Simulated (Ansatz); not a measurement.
Run this with Ansatz 0.2.0 through its Python package and show what comes out.

The script, `opt_clh2io2si.py`:
```python
'''Geometry optimisation of ClH2IO2Si.'''

import ansatz
from ase import Atoms
import numpy as np
import pandas as pd

atoms = Atoms(['O', 'Si', 'O', 'Cl', 'I', 'H', 'H'], positions=[
    [-0.6345, 0.4481, 1.157],
    [0.0509, 0.0444, -0.2596],
    [1.4871, -0.6219, 0.0551],
    [-1.0307, -1.4184, -1.0421],
    [0.2434, 1.9288, -1.768],
    [-1.587, 0.8437, 1.0411],
    [1.532, -1.2927, 0.7708],
])
system = ansatz.Crystal.molecule_from_ase(atoms)

calc = system.calculation()
calc = calc.basis(gaussian='def2-SVP')
calc = calc.functional('PBE0', dispersion='d4')
symbols = [site.symbol for site in system.cartesian_sites]
start = np.array([site.position_ang for site in system.cartesian_sites], dtype=float)
def progress(event):
    if event['event'] == 'relax_step':
        row = event['data']
        print(f'step {row["step"]:3d}  E = {row["lagrangian_ev"]:.6f} eV  max force {row["allowed_force_max_ev_ang"]:.4f} eV/A')


r = calc.relax(force_tolerance=0.005).session().plan().execute(on_event=progress).report
end = np.array(r['positions_ang'])

print(f'E = {r["free_energy_ev"]:.6f} eV = {r["free_energy_ev"] / 27.211386246:.7f} Ha')
print('converged:', r['converged'], ' doubts:', r['published_state_doubts'] or 'none')

print('final positions (A) and the move of each atom')
for symbol, xyz, old in zip(symbols, end, start):
    print(f'{symbol:2s} {xyz[0]:10.5f} {xyz[1]:10.5f} {xyz[2]:10.5f}   {np.linalg.norm(xyz - old):7.4f}')

charges = r['charge_distribution']
table = pd.DataFrame({'atom': symbols, 'mulliken': charges['mulliken_charges_e'], 'lowdin': charges['lowdin_charges_e']})
print(table.round(3).to_string())
print('dipole (e A):', np.round(charges['dipole_moment_e_ang'], 4) + 0.0)
with open('clh2io2si_opt.xyz', 'w') as handle:
    handle.write(f'{len(symbols)}\nrelaxed ClH2IO2Si\n')
    handle.writelines(f'{s:2s} {x:11.6f} {y:11.6f} {z:11.6f}\n' for s, (x, y, z) in zip(symbols, end))
```

```console
$ python opt_clh2io2si.py
step   1  E = -32611.649381 eV  max force 3.2434 eV/A
step   2  E = -32611.915673 eV  max force 1.1810 eV/A
step   3  E = -32611.950707 eV  max force 0.2970 eV/A
step   4  E = -32611.953803 eV  max force 0.2459 eV/A
step   5  E = -32611.956634 eV  max force 0.1583 eV/A
step   6  E = -32611.958209 eV  max force 0.1042 eV/A
step   7  E = -32611.960080 eV  max force 0.0445 eV/A
step   8  E = -32611.960365 eV  max force 0.0210 eV/A
step   9  E = -32611.960428 eV  max force 0.0130 eV/A
step  10  E = -32611.960475 eV  max force 0.0249 eV/A
step  11  E = -32611.960689 eV  max force 0.0158 eV/A
step  12  E = -32611.960745 eV  max force 0.0027 eV/A
step  13  E = -32611.960760 eV  max force 0.0152 eV/A
step  14  E = -32611.960763 eV  max force 0.0087 eV/A
step  15  E = -32611.960766 eV  max force 0.0030 eV/A
E = -32611.960788 eV = -1198.4674538 Ha
converged: True  doubts: none
final positions (A) and the move of each atom
O    -0.65048    0.47599    1.15334    0.0324
Si    0.03191    0.01058   -0.26665    0.0394
O     1.51596   -0.59712    0.05486    0.0380
Cl   -1.18332   -1.39029   -1.16311    0.1968
I     0.33692    1.85638   -1.80433    0.1237
H    -1.57511    0.74263    1.15052    0.1494
H     1.58532   -1.16617    0.82967    0.1494
  atom  mulliken  lowdin
0    O    -0.380   0.061
1   Si     0.764  -0.268
2    O    -0.363   0.074
3   Cl    -0.255   0.075
4    I    -0.187   0.058
5    H     0.211  -0.004
6    H     0.212   0.002
dipole (e A): [-0.2241 -0.0784  0.3737]
```

It writes `clh2io2si_opt.xyz`:
```text
7
relaxed ClH2IO2Si
O    -0.650480    0.475993    1.153343
Si    0.031910    0.010575   -0.266653
O     1.515961   -0.597115    0.054856
Cl   -1.183321   -1.390292   -1.163109
I     0.336919    1.856382   -1.804329
H    -1.575114    0.742632    1.150517
H     1.585324   -1.166174    0.829675
```

These settings explore the input space; basis and method may be short of convergence. The end point is the stationary point reached from this start; no frequency run checks that it is a minimum, and the basis set is modest. def2 sets replace the cores of elements past krypton by effective core potentials. The Löwdin charges here are taken after orthogonalising the functions within each atom; they differ from plain Löwdin charges, and their signs can be unphysical. Timing: 95 s on 1 thread of Arm Neoverse V2, with other jobs on the host, peak memory 0.36 GiB.

(Lines on the test bed's own set-up are left out of the output.)
